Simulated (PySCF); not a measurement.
# [SmCl2]+: other functionals and bases at one geometry

An exercise on one series of results from a longer session: the logs are not shown, and one member is left open.

Computed with PySCF 2.14.0. Level: several levels, as the steps say, no spin–orbit coupling.

1 further run of the same task is left out (for a known fault of the program).

## Starting geometry

3 atoms, charge 1, spin multiplicity 1.

Bond lengths: Sm1–Cl2 2.420 Å, Sm1–Cl3 2.420 Å. Angles: Cl2–Sm1–Cl3 109.2°.

Geometry (Å):

| atom | x (Å) | y (Å) | z (Å) |
| --- | --- | --- | --- |
| Sm1 | 0.00000 | 0.00000 | -0.55329 |
| Cl2 | 1.97255 | 0.00000 | 0.84886 |
| Cl3 | -1.97255 | 0.00000 | 0.84886 |

Formal oxidation states: Sm +3. Each metal's 5 4f electrons lie in its core potential, so multiplicities, spins and levels count the valence alone. An earlier session relaxed this geometry at PBE0, Sm lcecp-1-SVP with ECP51, Cl def2-SVP (singlet, point group C2v).

At PBE0 on the finer grid: E = -954.422154 Eh, HOMO -13.68 eV, LUMO -7.89 eV, Mulliken charge on Sm1 +1.31 e, largest force component 0.004 eV/Å. 

Levels to run: BLYP; HF; PBE0, TZVP. Hardware: 2 threads of Arm Neoverse V1, shared host.

Set-up of the first run:

File run.py (the lines that set the calculation):

```python
mol = gto.M(atom='''
Sm     0.00000     0.00000    -0.55329
Cl     1.97255     0.00000     0.84886
Cl    -1.97255     0.00000     0.84886''',
    basis={'Sm': 'lcecp-1-SVP', 'Cl': 'def2-SVP'},
    ecp={'Sm': 'lcecp-1-SVP'},
    charge=1, spin=0)
mf = dft.RKS(mol, xc='BLYP')
mf.grids.atom_grid = (75, 302)  # f atoms: unpruned, at least (60, 302)
mf = mf.density_fit()  # fitting sets: Sm AutoAux, Cl def2-universal-JKFIT
mf.conv_tol = 1e-08; mf.max_cycle = 55
mf.kernel(dm0)  # dm0: the density of the relaxed state
```

Command:

```sh
$ OMP_NUM_THREADS=2 python run.py
```

Among the steps run: BLYP; HF; PBE0, TZVP.

One table of the session follows, with a row left open; its other results are not shown here.

```
              level  HOMO (eV)  gap (eV)  charge on Sm1 (e)  dipole (D)  largest force component (eV/Å)
PBE0 (relaxed here)     -13.68      5.79               1.31        6.73                            0.00
               BLYP          ?         ?                  ?           ?                               ?
                 HF     -16.64     11.09               1.59        8.09                            0.62
         PBE0, TZVP     -13.61      5.85               1.59        6.62                            0.22
```

Estimate the missing values for BLYP.

As computed: HOMO (eV): -12.15; gap (eV): 3.53; charge on Sm1 (e): 1.16; dipole (D): 6.07; largest force component (eV/Å): 0.61. In the column «HOMO (eV)» it is the highest.

The dipole of a charged species depends on the origin, so these sizes hold for this origin alone.

In one basis the HOMO–LUMO gap runs from 3.53 eV (BLYP) to 11.09 eV (HF). The largest leftover force, 0.62 eV/Å with HF, stands at a geometry relaxed at another level. With 4f in the core, its levels are missing from HOMO and gap, and its count is fixed, so no charge can pass from the ligands into it. Total energies of different levels can't be compared.
